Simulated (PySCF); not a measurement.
**[BiF4]−: forces at shaken geometries**

Aim: move all atoms of relaxed [BiF4]− at random and read energies and forces. The species was built from a template and needn't be a known compound.

The runs use PySCF 2.14.0; r2SCAN, Bi def2-SVP with ECP60, F def2-SVP; scalar-relativistic core potentials, no spin–orbit coupling.

4 further runs of the same task are left out: 2 for a known fault of the program, 1 that didn't finish, 1 set aside as unsound or not needed.

**1. Where the work starts**

5 atoms, charge -1, spin multiplicity 1.

Bond lengths: Bi1–F2 2.097 Å, Bi1–F3 2.097 Å, Bi1–F4 2.097 Å, Bi1–F5 2.097 Å. Angles: F2–Bi1–F3 81.5°, F2–Bi1–F4 134.8°, F2–Bi1–F5 81.5°, F3–Bi1–F4 81.5°, F3–Bi1–F5 134.8°, F4–Bi1–F5 81.5°.

Geometry (Å):

```xyz
5
charge -1, multiplicity 1
Bi    0.00000    0.00000   -0.46293
F     1.93589    0.00000    0.34301
F     0.00000    1.93589    0.34301
F    -1.93589    0.00000    0.34301
F     0.00000   -1.93589    0.34301
```

Formal oxidation states: Bi +3. An earlier session relaxed this geometry at r2SCAN, Bi def2-SVP with ECP60, F def2-SVP (singlet, point group C4v).

Its energy there is -613.771915 Eh.

**2. Atoms moved at random, σ = 0.06 Å**

run.py (the lines that set the calculation)

```python
mol = gto.M(atom='''
Bi     0.01919     0.10250    -0.57940
F      2.06202    -0.12332     0.39279
F     -0.11709     1.98993     0.30227
F     -1.90164    -0.02619     0.43703
F     -0.06248    -1.94291     0.35641''',
    basis={'Bi': 'def2-SVP', 'F': 'def2-SVP'},
    ecp={'Bi': 'def2-SVP'},
    charge=-1, spin=0)
mf = dft.RKS(mol, xc='R2SCAN')
mf.grids.atom_grid = (50, 194)
mf = mf.density_fit()  # fitting sets: Bi def2-universal-JKFIT, F def2-universal-JKFIT
mf.conv_tol = 1e-08; mf.max_cycle = 55
mf.kernel(dm0)  # dm0: the density of the relaxed state
```

Run with:

```sh
> OMP_NUM_THREADS=2 python run.py
```

Standard output:

```text
init E= -613.687042781828
  HOMO = -0.0955199717655352  LUMO = 0.0749578969488098  gap/eV = 4.63894
cycle= 1 E= -613.744960951462  delta_E= -0.0579  |g|= 0.124  |ddm|= 0.465
  HOMO = -0.0353639158281438  LUMO = 0.111747517756123  gap/eV = 4.00311
cycle= 2 E= -613.72806855104  delta_E= 0.0169  |g|= 0.314  |ddm|= 0.418
  HOMO = -0.0587588188491914  LUMO = 0.108358186868244  gap/eV = 4.54749
cycle= 3 E= -613.748821464859  delta_E= -0.0208  |g|= 0.0344  |ddm|= 0.265
  HOMO = -0.0592749339231038  LUMO = 0.106198511547092  gap/eV = 4.50276
cycle= 4 E= -613.748985291225  delta_E= -0.000164  |g|= 0.0221  |ddm|= 0.0498
  HOMO = -0.0602859315278001  LUMO = 0.105738921684861  gap/eV = 4.51777
cycle= 5 E= -613.749078548789  delta_E= -9.33e-05  |g|= 0.00345  |ddm|= 0.0198
  HOMO = -0.0604951371203959  LUMO = 0.105819504881968  gap/eV = 4.52565
cycle= 6 E= -613.749080276039  delta_E= -1.73e-06  |g|= 0.00199  |ddm|= 0.00453
  HOMO = -0.0603440199591329  LUMO = 0.105801834363277  gap/eV = 4.52106
cycle= 7 E= -613.749081054494  delta_E= -7.78e-07  |g|= 0.000347  |ddm|= 0.00182
  HOMO = -0.0603930623154633  LUMO = 0.105786113547598  gap/eV = 4.52197
cycle= 8 E= -613.749081075746  delta_E= -2.13e-08  |g|= 0.000137  |ddm|= 0.000357
  HOMO = -0.0603876997654129  LUMO = 0.105786058138342  gap/eV = 4.52182
cycle= 9 E= -613.749081079268  delta_E= -3.52e-09  |g|= 2.95e-05  |ddm|= 0.000126
  HOMO = -0.0603917240323129  LUMO = 0.105787578928648  gap/eV = 4.52197
Extra cycle  E= -613.749081078339  delta_E= 9.29e-10  |g|= 7.55e-05  |ddm|= 8.84e-05
converged SCF energy = -613.749081078339
```

Wall time 2.4 s (2 threads of Arm Neoverse V2, shared host).

It gives: E = -613.749081 Eh (+0.621 eV from the relaxed state), HOMO -1.64 eV, LUMO 2.88 eV, Mulliken charge on Bi1 +1.13 e, largest force component 3.356 eV/Å. 

| atom | Fx | Fy | Fz (eV/Å) |
| --- | --- | --- | --- |
| Bi1 | 0.184 | -2.337 | 3.356 |
| F2 | -1.767 | 0.595 | -1.053 |
| F3 | 0.371 | -0.046 | -0.212 |
| F4 | 0.992 | 0.276 | -0.968 |
| F5 | 0.221 | 1.513 | -1.124 |

**3. Atoms moved at random, σ = 0.15 Å**

run.py (the lines that set the calculation)

```python
mol = gto.M(atom='''
Bi    -0.00757    -0.11270    -0.56805
F      1.82519    -0.16618     0.31952
F     -0.05389     1.94216     0.28288
F     -1.68919     0.08954     0.41275
F     -0.07455    -1.75282     0.46199''',
    basis={'Bi': 'def2-SVP', 'F': 'def2-SVP'},
    ecp={'Bi': 'def2-SVP'},
    charge=-1, spin=0)
mf = dft.RKS(mol, xc='R2SCAN')
mf.grids.atom_grid = (50, 194)
mf = mf.density_fit()  # fitting sets: Bi def2-universal-JKFIT, F def2-universal-JKFIT
mf.conv_tol = 1e-08; mf.max_cycle = 55
mf.kernel(dm0)  # dm0: the density of the relaxed state
```

Run with:

```sh
> OMP_NUM_THREADS=2 python run.py
```

Standard output:

```text
init E= -613.819369922945
  HOMO = -0.0605038593763212  LUMO = 0.159053502791316  gap/eV = 5.97446
cycle= 1 E= -613.738059249485  delta_E= 0.0813  |g|= 0.139  |ddm|= 0.67
  HOMO = -0.0110872816628159  LUMO = 0.162699306084991  gap/eV = 4.72897
cycle= 2 E= -613.721281650736  delta_E= 0.0168  |g|= 0.328  |ddm|= 0.456
  HOMO = -0.0509175169781696  LUMO = 0.159677370037443  gap/eV = 5.73058
cycle= 3 E= -613.74276040625  delta_E= -0.0215  |g|= 0.031  |ddm|= 0.285
  HOMO = -0.0469117949273329  LUMO = 0.159916209400315  gap/eV = 5.62808
cycle= 4 E= -613.742960423574  delta_E= -0.0002  |g|= 0.0157  |ddm|= 0.053
  HOMO = -0.0481041669400961  LUMO = 0.159845079582279  gap/eV = 5.65859
cycle= 5 E= -613.743003699919  delta_E= -4.33e-05  |g|= 0.00287  |ddm|= 0.0125
  HOMO = -0.0483074039862238  LUMO = 0.159755068565563  gap/eV = 5.66167
cycle= 6 E= -613.743005109069  delta_E= -1.41e-06  |g|= 0.000794  |ddm|= 0.00292
  HOMO = -0.0483080279285633  LUMO = 0.159787611275362  gap/eV = 5.66257
cycle= 7 E= -613.743005202383  delta_E= -9.33e-08  |g|= 0.000342  |ddm|= 0.000819
  HOMO = -0.0483148848040343  LUMO = 0.159800896230301  gap/eV = 5.66312
cycle= 8 E= -613.74300522433  delta_E= -2.19e-08  |g|= 4.11e-05  |ddm|= 0.000353
  HOMO = -0.0483138295253779  LUMO = 0.159798147400775  gap/eV = 5.66302
cycle= 9 E= -613.743005224686  delta_E= -3.57e-10  |g|= 1.58e-05  |ddm|= 5.68e-05
  HOMO = -0.0483113055749534  LUMO = 0.159798119829318  gap/eV = 5.66295
Extra cycle  E= -613.74300522452  delta_E= 1.67e-10  |g|= 3.39e-05  |ddm|= 3.86e-05
converged SCF energy = -613.74300522452
```

It took 2.4 s on 2 threads of Arm Neoverse V2, shared host.

Read off: E = -613.743005 Eh (+0.787 eV from the relaxed state), HOMO -1.31 eV, LUMO 4.35 eV, Mulliken charge on Bi1 +1.14 e, largest force component 4.115 eV/Å. 

| atom | Fx | Fy | Fz (eV/Å) |
| --- | --- | --- | --- |
| Bi1 | 1.500 | 4.115 | -2.025 |
| F2 | 1.123 | 0.307 | 0.197 |
| F3 | 0.583 | -0.996 | -0.907 |
| F4 | -3.016 | 0.097 | 1.196 |
| F5 | -0.189 | -3.523 | 1.539 |

**4. Atoms moved at random, σ = 0.06 Å**

run.py (the lines that set the calculation)

```python
mol = gto.M(atom='''
Bi     0.11380    -0.05379    -0.53470
F      1.88113    -0.01772     0.48253
F     -0.01632     1.86231     0.27460
F     -1.96074     0.04715     0.31843
F     -0.01788    -1.83794     0.36823''',
    basis={'Bi': 'def2-SVP', 'F': 'def2-SVP'},
    ecp={'Bi': 'def2-SVP'},
    charge=-1, spin=0)
mf = dft.RKS(mol, xc='R2SCAN')
mf.grids.atom_grid = (50, 194)
mf = mf.density_fit()  # fitting sets: Bi def2-universal-JKFIT, F def2-universal-JKFIT
mf.conv_tol = 1e-08; mf.max_cycle = 55
mf.kernel(dm0)  # dm0: the density of the relaxed state
```

Run with:

```sh
> OMP_NUM_THREADS=2 python run.py
```

Standard output:

```text
init E= -613.775435108598
  HOMO = -0.0731099310091741  LUMO = 0.140570159810937  gap/eV = 5.81453
cycle= 1 E= -613.756791576915  delta_E= 0.0186  |g|= 0.113  |ddm|= 0.417
  HOMO = -0.0204452213117713  LUMO = 0.145026482912563  gap/eV = 4.50271
cycle= 2 E= -613.740329044226  delta_E= 0.0165  |g|= 0.312  |ddm|= 0.385
  HOMO = -0.0552896768842685  LUMO = 0.143767972963482  gap/eV = 5.41663
cycle= 3 E= -613.759853546219  delta_E= -0.0195  |g|= 0.0221  |ddm|= 0.252
  HOMO = -0.0541156047403878  LUMO = 0.144069542213858  gap/eV = 5.39289
cycle= 4 E= -613.759927980517  delta_E= -7.44e-05  |g|= 0.0158  |ddm|= 0.0335
  HOMO = -0.0553969774332313  LUMO = 0.144021456217316  gap/eV = 5.42645
cycle= 5 E= -613.759974131035  delta_E= -4.62e-05  |g|= 0.00217  |ddm|= 0.012
  HOMO = -0.0556476438284352  LUMO = 0.143972263589425  gap/eV = 5.43193
cycle= 6 E= -613.759974833272  delta_E= -7.02e-07  |g|= 0.00129  |ddm|= 0.00255
  HOMO = -0.0556601562750145  LUMO = 0.143975755757575  gap/eV = 5.43237
cycle= 7 E= -613.759975142133  delta_E= -3.09e-07  |g|= 0.000112  |ddm|= 0.00105
  HOMO = -0.0556667979318222  LUMO = 0.14398563792855  gap/eV = 5.43282
cycle= 8 E= -613.759975144413  delta_E= -2.28e-09  |g|= 3.9e-05  |ddm|= 0.000175
  HOMO = -0.0556555391337115  LUMO = 0.143983174624766  gap/eV = 5.43245
Extra cycle  E= -613.759975143107  delta_E= 1.31e-09  |g|= 9.07e-05  |ddm|= 0.000118
converged SCF energy = -613.759975143107
```

Run time: 2.3 s. Hardware: 2 threads of Arm Neoverse V2, shared host.

Read off: E = -613.759975 Eh (+0.325 eV from the relaxed state), HOMO -1.51 eV, LUMO 3.92 eV, Mulliken charge on Bi1 +1.14 e, largest force component 2.505 eV/Å. 

| atom | Fx | Fy | Fz (eV/Å) |
| --- | --- | --- | --- |
| Bi1 | -2.505 | 1.604 | 0.117 |
| F2 | 0.876 | 0.020 | 0.212 |
| F3 | 0.267 | 0.231 | -0.087 |
| F4 | 1.402 | -0.256 | -0.899 |
| F5 | -0.040 | -1.600 | 0.656 |

**5. The displacements side by side**

| σ (Å) | energy rise (eV) | harmonic estimate −½ F·u (eV) | largest force component (eV/Å) |
| --- | --- | --- | --- |
| 0.06 | 0.621 | 0.558 | 3.36 |
| 0.15 | 0.787 | 0.763 | 4.11 |
| 0.06 | 0.325 | 0.289 | 2.51 |

Every displacement raises the energy. For a harmonic well the rise equals −½ F·u; the two differ by at most 11 % here (a move with σ = 0.06 Å), from anharmonicity, the grid and the small forces left at the relaxed point. The bases are small and lack diffuse functions. Spin–orbit coupling is left out.
